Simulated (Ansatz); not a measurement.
## C₃H₆B₂, SMILES C#CBBC: energies of removing a hydrogen, step by step

Program: the Ansatz DFT code, driven from Python.

The script reads `c3h6b2.xyz`:
```text
11

C    -1.49880    1.73770    2.21970
C    -0.73750    1.20290    1.53010
B     0.26850    0.47320    0.65560
B    -0.11820   -0.44000   -0.62130
C     0.87560   -1.22030   -1.53110
H    -2.26180    2.30490    2.80090
H     1.47770    0.56650    0.92810
H    -1.30510   -0.52290   -0.87480
H     1.57440   -0.46290   -1.92770
H     0.35390   -1.77000   -2.29430
H     1.43660   -1.92620   -0.86460
```

Interactive session:
```pycon
>>> from dataclasses import dataclass
>>> import ansatz
>>> @dataclass
... class Options:
...     basis: str = "cc-pVDZ"
...     xc: str = "r2scan0"
...
>>> cfg = Options()
>>> def single_point(molecule, charge=0, unpaired=0):
...     calc = molecule.calculation().basis(gaussian=cfg.basis).functional(cfg.xc)
...     if charge:
...         calc = calc.charge(charge)
...     if unpaired:
...         calc = calc.spin("collinear", total=unpaired)
...     report = calc.run().report
...     if report["published_state_doubts"]:
...         print("  doubts:", report["published_state_doubts"])
...     return report["free_energy_ev"]
...
>>> def without(molecule, index):
...     rest = ansatz.Crystal.molecule()
...     for i, site in enumerate(molecule.cartesian_sites):
...         if i != index:
...             rest = rest.atom(site.symbol, site.position_ang)
...     return rest
...
>>> geometry = ansatz.Crystal.molecule_from_extxyz("c3h6b2.xyz")
>>> whole = single_point(geometry, 0)

>>> hydrogen = single_point(ansatz.Crystal.molecule().atom("H", (0, 0, 0)), 0, 1)
>>> print(f"E(molecule) = {whole:.5f} eV, E(H) = {hydrogen:.5f} eV")
E(molecule) = -4554.51575 eV, E(H) = -13.58463 eV
>>> for index in [5, 7, 10]:
...     radical = single_point(without(geometry, index), 0, 1)
...     print(f"H{index}: homolysis {96.485332 * (radical + hydrogen - whole):.1f} kJ/mol")
...
H5: homolysis 555.1 kJ/mol
H7: homolysis 381.2 kJ/mol
H10: homolysis 439.3 kJ/mol
```

Total energies depend on the basis set; only differences at equal settings carry meaning. The geometry is a force-field or estimated start, not a minimum of this method, and the basis set is short of its limit. All parts are taken at fixed geometry, without zero-point energy. The expectation value of S² is noticeably off S(S+1) in at least one run, so that state is spin-contaminated. It ran for 61 s on 1 thread of Arm Neoverse V1, with other jobs on the host, peak memory 0.42 GiB.

(Lines on the test bed's own set-up are left out of the output.)
